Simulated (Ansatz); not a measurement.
# Cd2Br (P1) in Ansatz: convergence with k mesh

Aim: find how far k mesh must go before the results for Cd2Br settle, at r2SCAN. This setting moves, with any that are tied to it; all else stays.

Everything below comes from runs of Ansatz 0.2.0. Logs are shortened: lines on timing, memory, paths and dates and some standing lists are left out, and cuts for length are marked.

## Step 1: The cell of the first run

The typed cell holds 3 atoms: a = 3.939 Å, b = 3.939 Å, c = 6.246 Å, α = 90.00°, β = 90.00°, γ = 120.00°.

The cell was built by a generator and needn't be a form met in nature.

The cell isn't the ideal one: atoms moved at random, drawn with an rms of 0.05 Å.

## Step 2: With k mesh 3 × 3 × 2

The input, input.yaml:

```yaml
crystal:
  lattice:
    - [3.93885597, 0.0, 0.0]
    - [-1.96942798, 3.41114933, 0.0]
    - [0.0, 0.0, 6.24579061]
  atoms:
    - { symbol: Cd, position: [0.006825, 0.003525, 0.190798] }
    - { symbol: Cd, position: [0.003413, -0.008173, 0.812286] }
    - { symbol: Br, position: [-0.003419, -0.002165, 0.502008] }
hamiltonian:
  xc: r2scan
  pseudopotentials: { kind: paw }
kpoints:
  mp_grid: { grid: [3, 3, 2] }
scf:
  occupations: { method: fermi_dirac, width: 0.05 }
output:
  forces: true
  stress: true
  eigenvalues: true
```

Potentials or basis: Ansatz PAW.

The run is started by

```
$ ansatz run input.yaml --threads 2 --pin off --max-ram 5632MiB --backend cpu --events-out ev --progress --plain --runs-dir out
```

Run time: 5.4 s. Hardware: 2 threads of Arm Neoverse V1, shared host; peak memory 0.47 GiB.

What came out:

```yaml
Free_energy: -19321.5708 eV
Pressure: 45.8 GPa
Largest_force: 14.180 eV/Å
Band_gap_on_the_k_mesh: none (metal or under the smearing width)
```

## Step 3: With k mesh 4 × 4 × 2

Changes to input.yaml since step 2:

```diff
@@ -13,3 +13,3 @@
 kpoints:
-  mp_grid: { grid: [3, 3, 2] }
+  mp_grid: { grid: [4, 4, 2] }
 scf:
```

Potentials or basis: Ansatz PAW.

The run is started by

```
$ ansatz run input.yaml --threads 2 --pin off --max-ram 5632MiB --backend cpu --events-out ev --progress --plain --runs-dir out
```

It took 7.4 s on 2 threads of Arm Neoverse V1, shared host; peak memory 0.48 GiB.

What came out:

```
Free energy            : -19321.6896 eV
Pressure               : 47.0 GPa
Largest force          : 14.330 eV/Å
Band gap on the k mesh : none (metal or under the smearing width)
```

## Step 4: With k mesh 5 × 5 × 3

Changes to input.yaml since step 3:

```diff
@@ -13,3 +13,3 @@
 kpoints:
-  mp_grid: { grid: [4, 4, 2] }
+  mp_grid: { grid: [5, 5, 3] }
 scf:
```

The run is started by

```
$ ansatz run input.yaml --threads 2 --pin off --max-ram 5632MiB --backend cpu --events-out ev --progress --plain --runs-dir out
```

Wall time 13 s (2 threads of Arm Neoverse V1, shared host); peak memory 0.5 GiB.

What came out:

- Free energy: -19321.7965 eV
- Pressure: 44.9 GPa
- Largest force: 14.309 eV/Å
- Band gap on the k mesh: none (metal or under the smearing width)

## Step 5: With k mesh 6 × 6 × 3

Changes to input.yaml since step 4:

```diff
@@ -13,3 +13,3 @@
 kpoints:
-  mp_grid: { grid: [5, 5, 3] }
+  mp_grid: { grid: [6, 6, 3] }
 scf:
```

The run is started by

```
$ ansatz run input.yaml --threads 2 --pin off --max-ram 5632MiB --backend cpu --events-out ev --progress --plain --runs-dir out
```

It took 16 s on 2 threads of Arm Neoverse V1, shared host; peak memory 0.52 GiB.

What came out:

- Free energy: -19321.8483 eV
- Pressure: 44.6 GPa
- Largest force: 14.246 eV/Å
- Band gap on the k mesh: none (metal or under the smearing width)

## Step 6: With k mesh 7 × 7 × 4

Changes to input.yaml since step 5:

```diff
@@ -13,3 +13,3 @@
 kpoints:
-  mp_grid: { grid: [6, 6, 3] }
+  mp_grid: { grid: [7, 7, 4] }
 scf:
```

Potentials or basis: Ansatz PAW.

The run is started by

```
$ ansatz run input.yaml --threads 2 --pin off --max-ram 5632MiB --backend cpu --events-out ev --progress --plain --runs-dir out
```

It took 26 s on 2 threads of Arm Neoverse V1, shared host; peak memory 0.59 GiB.

Results (log left out):

- Free energy: -19321.8117 eV
- Pressure: 45.2 GPa
- Largest force: 14.226 eV/Å
- Band gap on the k mesh: none (metal or under the smearing width)

## Step 7: With k mesh 9 × 9 × 5

Changes to input.yaml since step 6:

```diff
@@ -13,3 +13,3 @@
 kpoints:
-  mp_grid: { grid: [7, 7, 4] }
+  mp_grid: { grid: [9, 9, 5] }
 scf:
```

The run is started by

```
$ ansatz run input.yaml --threads 2 --pin off --max-ram 5632MiB --backend cpu --events-out ev --progress --plain --runs-dir out
```

Run time: 51 s. Hardware: 2 threads of Arm Neoverse V1, shared host; peak memory 0.78 GiB.

Results (log left out):

```yaml
Free_energy: -19321.8208 eV
Pressure: 45.1 GPa
Largest_force: 14.269 eV/Å
Band_gap_on_the_k_mesh: none (metal or under the smearing width)
```

## Step 8: With k mesh 11 × 11 × 6

Changes to input.yaml since step 7:

```diff
@@ -13,3 +13,3 @@
 kpoints:
-  mp_grid: { grid: [9, 9, 5] }
+  mp_grid: { grid: [11, 11, 6] }
 scf:
```

The run is started by

```
$ ansatz run input.yaml --threads 2 --pin off --max-ram 5632MiB --backend cpu --events-out ev --progress --plain --runs-dir out
```

Run time: 93 s. Hardware: 2 threads of Arm Neoverse V1, shared host; peak memory 1.1 GiB.

Results (log left out):

| Property | Result |
| --- | --- |
| Free energy | -19321.8158 eV |
| Pressure | 45.0 GPa |
| Largest force | 14.260 eV/Å |
| Band gap on the k mesh | none (metal or under the smearing width) |

## Step 9: With k mesh 13 × 13 × 7

Changes to input.yaml since step 8:

```diff
@@ -13,3 +13,3 @@
 kpoints:
-  mp_grid: { grid: [11, 11, 6] }
+  mp_grid: { grid: [13, 13, 7] }
 scf:
```

Potentials or basis: Ansatz PAW.

The run is started by

```
$ ansatz run input.yaml --threads 2 --pin off --max-ram 5632MiB --backend cpu --events-out ev --progress --plain --runs-dir out
```

What it wrote:

```text
Warning: RAYON_NUM_THREADS=2 ignored (pool sized by the plan → 2); use --threads N
Engine: ansatz 0.2.0, aarch64-unknown-linux-gnu
Pseudopotentials: kind: paw
Pseudopotential: Cd, paw, valence charge 20, recommended cutoff 500 eV (meta_gga), Cd.paw.azcp
Pseudopotential: Br, paw, valence charge 7, recommended cutoff 500 eV (meta_gga), Br.paw.azcp
Functional definition: r2SCAN
  parameter k0 = 0.174
  parameter k1 = 0.065
  parameter a1 = 4.9479
  exchange = r2scan_x(k0 = k0, k1 = k1, a1 = a1)
  correlation = r2scan_c
Crystal: 3 atoms, lattice volume = 83.919 Å³
Basis set: ecut = 500 eV, 2117 PW (Γ), exchange–correlation on 120×120×192 points (64 copies of the dense FFT grid, shifted against one another)
Bands: 29, of which v1, the nominal top of the filled ones, is band 24 counted from 1 (23 counted from 0)
Symmetry: 1 space group operations
Space group: P1 (ITA 1), of the structure as read, at distance tolerance 4.4e-5 Å
k-points: 592 of 1183 (time reversal used)
Non-local potential: Cd, projectors of the file, l = 0: 3, l = 1: 2, l = 2: 2, l = 3: 1
Non-local potential: Br, projectors of the file, l = 0: 2, l = 1: 2, l = 2: 2
PAW form: soft (Blöchl's): semilocal exchange-correlation on the pseudo side does not see the compensation charge
PAW frozen core: Cd, regenerated for the run's functional (the file was generated under x = pbe(κ = 0.804, μ = 0.2195149727645171), c = pbe(β = 0.06672455060314922))
PAW frozen core: Br, regenerated for the run's functional (the file was generated under x = pbe(κ = 0.804, μ = 0.2195149727645171), c = pbe(β = 0.06672455060314922))
PAW one-centre angular grid: Cd, 590 points (default); XC on 160 Gauss nodes
PAW one-centre angular grid: Br, 302 points (default); XC on 160 Gauss nodes
Initial density: superposition of atomic densities (neutral atoms: chi_scale 0, normalization atom), corrected by the library's trained network
Initial wavefunctions: pseudopotential atomic-orbital guess
Functional: x = r2scan, c = r2scan; τ floored in thin density (d = 2e-4 eV/Å³)
SCF iter   1: F=—  HF=-19321.769442 eV  |F-HF|=—  |Δ(HF+E_count)|=         —  Δρ=7.49e-3  dr2=2.73e-2  dr2_τ=8.95e-2  ethr=1.77e-3  ⟨swp⟩=6.7  Hψ=83312  notcnv=0
preconditioner: auto → LDOS  [metal: Δε(μ)=0.018 eV  Ē_g=14.219 eV  σ=0.050 eV  W_gap=0.09  n_scr=22 (ndim 8)  ℏωp=22.6 eV  f_vac=0.057  D(μ)=0.95/eV (n_scr^D=2)  β→1.0]
SCF iter   2: F=—  HF=-19321.820897 eV  |F-HF|=—  |Δ(HF+E_count)|=   5.15e-2  Δρ=5.14e-3  dr2=1.56e-2  dr2_τ=7.28e-4  ethr=5.80e-5  ⟨swp⟩=2.9  Hψ=39746  notcnv=0  defer=430
SCF iter   3: F=—  HF=-19321.815547 eV  |F-HF|=—  |Δ(HF+E_count)|=   5.35e-3  Δρ=1.57e-3  dr2=1.39e-3  dr2_τ=5.06e-5  ethr=3.32e-5  ⟨swp⟩=2.0  Hψ=32347  notcnv=0  defer=430
SCF iter   4: F=—  HF=-19321.815340 eV  |F-HF|=—  |Δ(HF+E_count)|=   2.07e-4  Δρ=2.64e-4  dr2=3.71e-5  dr2_τ=5.14e-6  ethr=2.95e-6  ⟨swp⟩=2.0  Hψ=25658  notcnv=0  defer=430
SCF iter   5: F=—  HF=-19321.815359 eV  |F-HF|=—  |Δ(HF+E_count)|=   1.88e-5  Δρ=6.08e-5  dr2=3.91e-6  dr2_τ=1.45e-7  ethr=7.90e-8  ⟨swp⟩=2.1  Hψ=30216  notcnv=0  defer=430
SCF iter   6: F=—  HF=-19321.815361 eV  |F-HF|=—  |Δ(HF+E_count)|=   1.78e-6  Δρ=2.59e-5  dr2=6.93e-7  dr2_τ=6.08e-8  ethr=8.31e-9  ⟨swp⟩=2.0  Hψ=25372  notcnv=0  defer=430
SCF iter   7: F=-19321.815361 eV  HF=-19321.815361 eV  |F-HF|=1.51e-8  |Δ(HF+E_count)|=   2.56e-7  Δρ=7.85e-6  dr2=9.47e-8  dr2_τ=7.19e-9  ethr=2.13e-10  ⟨swp⟩=8.0  Hψ=90756  notcnv=0
SCF 1 converged in 7 iterations: F = -19321.815361 eV  dr2 = 9.47e-8
SCF converged after 7 iterations
Free energy (F): -19321.815361 eV
Harris-Foulkes:  -19321.815361 eV  (|F-HF|=1.51e-8)
Internal energy: -19321.807617 eV  (E = F + TS)
E sigma→0 (E₀):  -19321.811489 eV
Entropy (-TS):   -0.007744 eV (-2.581 meV/atom)
Fermi energy:    9.958290 eV
--- Per-component energies (eV) ---
  E_band       = -1101.032412
  E_kinetic    = 1164.755857
  E_local      = -8460.419341  (includes V_loc(G=0)·N_el)
  E_nonlocal   = 138.878749
  E_hartree    = 3879.185562
  E_xc         = -595.229623
  E_vxc        = -618.594645  (∫ρ·V_xc dr)
  E_paw        = -10478.587696  (= ΣΔE_a)
  E_vpaw       = -1125.937144  (= ΣTr[D̂ρ^β])
  E_aug_tail   = 0.000011  (compensation charges beyond the density's cutoff)
  E_vtau       = 41.902845  (kinetic-family band-sum trace: ∫τ·v_τ [+ j·A + Jᵃ·Aᵃ] dr)
  E_ewald      = -4969.103401
  E_core_change = -1.287735  (= ΣΔE_core)
  E_smearing   = -0.007744  (= −TS)
  E_closure    = 0.000000  (closes the sum)
  Σ components = -19321.815361   (vs F -19321.815361, Δ=0.00e0)
--- Forces (eV/Å), atoms counted from 1 ---
  atom   1  Cd     0.23160346     0.18547168   -13.87228715
  atom   2  Cd     0.33123268    -0.19870583    14.25295601
  atom   3  Br    -0.56283255     0.01323259    -0.38070340
  max |Σ_I F_I| component: 3.45e-5 eV/Å
--- Stress (GPa, compression-positive) ---
       -1.181047      -0.004470       0.256305
       -0.004470      -1.204956      -0.964676
        0.256305      -0.964676     137.785100
  P = ⅓ Tr σ = 45.1330 GPa (451.330 kbar)
--- Band table (eV; the first three rows and the last of 592) ---
  k-point 0: bands = ["-97.8517", "-97.8159", "-58.4721", "-58.2140", "-57.8524", "-57.8522", "-57.8201", "-57.8201", "-11.4230", "-3.7783", "-2.5058", "-2.5004", "-1.9338", "-1.0647", "-1.0630", "-1.0278", "-1.0273", "-0.8259", "-0.8258", "2.2024", "3.6510", "4.4782", "4.4798", "12.5116", "13.6181", "16.5555", "16.5626", "16.7151", "16.7609"]
  k-point 1: bands = ["-97.8518", "-97.8158", "-58.4728", "-58.2134", "-57.8524", "-57.8522", "-57.8201", "-57.8201", "-11.3939", "-4.1435", "-2.4528", "-2.4492", "-1.5433", "-1.1479", "-1.1441", "-1.0321", "-1.0314", "-0.8280", "-0.8276", "2.0622", "3.9546", "4.5540", "4.5560", "11.9725", "13.5157", "15.6606", "15.6661", "16.6095", "16.6179"]
  k-point 2: bands = ["-97.8522", "-97.8155", "-58.4743", "-58.2119", "-57.8523", "-57.8521", "-57.8202", "-57.8202", "-11.3260", "-4.7178", "-2.3022", "-2.2995", "-1.3782", "-1.3743", "-1.0291", "-1.0287", "-0.8995", "-0.8324", "-0.8321", "1.8033", "4.6637", "4.7243", "4.7399", "10.6918", "13.5025", "14.8345", "14.8390", "16.6300", "16.6333"]
  k-point 591: bands = ["-97.8518", "-97.8158", "-58.4727", "-58.2133", "-57.8531", "-57.8524", "-57.8209", "-57.8204", "-11.2287", "-4.1123", "-2.6649", "-2.5045", "-1.3348", "-1.2377", "-1.1497", "-1.0464", "-0.8888", "-0.8451", "-0.7144", "2.8877", "3.1213", "4.1144", "6.0407", "9.5085", "11.4399", "13.1177", "13.6277", "15.2710", "15.7741"]
```

Run time: 2.5 min. Hardware: 2 threads of Arm Neoverse V1, shared host; peak memory 1.5 GiB.

What came out:

- Free energy: -19321.8154 eV
- Pressure: 45.1 GPa
- Largest force: 14.258 eV/Å
- Band gap on the k mesh: none (metal or under the smearing width)

## Step 10: The series at a glance

| k mesh | energy less the tightest run, at zero smearing (meV/atom) | pressure (GPa) | largest force (eV/Å) | SCF cycles | CPU time (s) | peak memory (GiB) |
| --- | --- | --- | --- | --- | --- | --- |
| 3 × 3 × 2 | 83.76 | 45.76 | 14.180 | 8 | 11 | 0.47 |
| 4 × 4 × 2 | 42.82 | 46.97 | 14.330 | 8 | 15 | 0.48 |
| 5 × 5 × 3 | 7.70 | 44.87 | 14.309 | 8 | 26 | 0.5 |
| 6 × 6 × 3 | -11.73 | 44.60 | 14.246 | 7 | 31 | 0.52 |
| 7 × 7 × 4 | 1.92 | 45.23 | 14.226 | 7 | 52 | 0.59 |
| 9 × 9 × 5 | -2.37 | 45.08 | 14.269 | 7 | 100 | 0.78 |
| 11 × 11 × 6 | -0.13 | 45.02 | 14.260 | 7 | 190 | 1.1 |
| 13 × 13 × 7 | 0.00 | 45.13 | 14.258 | 7 | 300 | 1.5 |

Against the tightest run, the energy stays within 1 meV/atom from 11 × 11 × 6 on; the largest force stays within 0.005 eV/Å from 11 × 11 × 6 on. Not settled before the last step: the pressure (to 0.1 GPa). Meshes of other sizes hit other points, so gaps and Fermi surfaces needn't settle smoothly. The tightest run that finished is the yardstick and may itself not be fully converged.

Caveats: an odd number of electrons without spin polarisation forces a metal; a magnetic or distorted state may lie lower; the PAW data sets come from PBE, with cores solved anew for the run's functional, which leaves a small shift of forces and pressure.
